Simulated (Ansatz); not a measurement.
BBr, a scan of the bond length

Computed with Ansatz 0.2.0, Python API.

Interactive session:
```pycon
>>> import warnings
>>> import ansatz as az
>>> import numpy as np
>>> SETTINGS = {
...     "basis": "def2-TZVP",
...     "level": "ccsd_t",
... }
>>> warnings.simplefilter("ignore", az.DeckWarning)
>>> geometry_ang = [
...     ("B", (0.0, 0.0, 0.0)),
...     ("Br", (0.0, 0.0, 1.93)),
... ]
>>> system = az.Crystal.molecule()
>>> for symbol, xyz in geometry_ang:
...     system = system.atom(symbol, xyz)
...
>>> symbols = [site.symbol for site in system.cartesian_sites]
>>> start = np.array([site.position_ang for site in system.cartesian_sites])
>>> axis = (start[1] - start[0]) / np.linalg.norm(start[1] - start[0])
>>> moving = [1]
>>> lengths, energies = [1.64, 1.78, 1.93, 2.12, 2.41, 2.9, 3.47, 4.25], []
>>> for length in lengths:
...     xyz = start.copy()
...     xyz[moving] += (length - np.linalg.norm(start[1] - start[0])) * axis
...     point = az.Crystal.molecule()
...     for symbol, place in zip(symbols, xyz):
...         point = point.atom(symbol, place.tolist())
...     calculation = (
...         point.calculation()
...         .basis(gaussian=SETTINGS["basis"])  # atom-centred Gaussian functions
...         .correlation(SETTINGS["level"], electrons="valence")  # correlation on top of the mean field
...     )
...     report = calculation.run(threads=1, pin="off").report
...     energies.append(report["free_energy_ev"])
...     print(f"r = {length:6.3f} A  E = {energies[-1]:.5f} eV  <S^2> = {abs(report['mean_field']['state']['spin_squared']):.3f}")
...
r =  1.640 A  E = -70678.61844 eV  <S^2> = 0.000
r =  1.780 A  E = -70679.34803 eV  <S^2> = 0.000
r =  1.930 A  E = -70679.48036 eV  <S^2> = 0.000
r =  2.120 A  E = -70679.18684 eV  <S^2> = 0.000
r =  2.410 A  E = -70678.38830 eV  <S^2> = 0.000
r =  2.900 A  E = -70676.99778 eV  <S^2> = 0.000
r =  3.470 A  E = -70675.82809 eV  <S^2> = 0.000
RunWarning: these amplitudes may be one of several solutions (largest doubles amplitude 0.49, level shift 0.15 eV)
r =  4.250 A  E = -70675.56067 eV  <S^2> = 0.000
>>> print("energy above the lowest point (eV):", [round(e - min(energies), 3) for e in energies])
energy above the lowest point (eV): [0.862, 0.132, 0.0, 0.294, 1.092, 2.483, 3.652, 3.92]
```

The lowest point is at 1.930 Å. At the shortest distance (1.64 Å) the energy is 0.86 eV higher, at the longest (4.25 Å) 3.92 eV.

Caveats:
- These settings explore the input space; basis and method may be short of convergence.
- Warnings are shown shortened and without file and line.
- The basis set is modest, and single-reference methods fail as a bond breaks.
- The orbitals are restricted, so S² is zero by construction.
- Toward dissociation an unrestricted state can lie under the restricted one, by tenths of an eV for polar bonds under a functional and by 1 to 2 eV or more for others.
- S² is that of the Hartree-Fock reference.
- The spin state was assumed, and another may lie lower.
- The script silences the warnings on its input, which a real study should read.
- It ran for 14 s on 1 thread of Intel(R) Xeon(R) Platinum 8488C (Sapphire Rapids) (shared host), peak memory 0.25 GiB.

(Lines on the test bed's own set-up are left out of the output.)
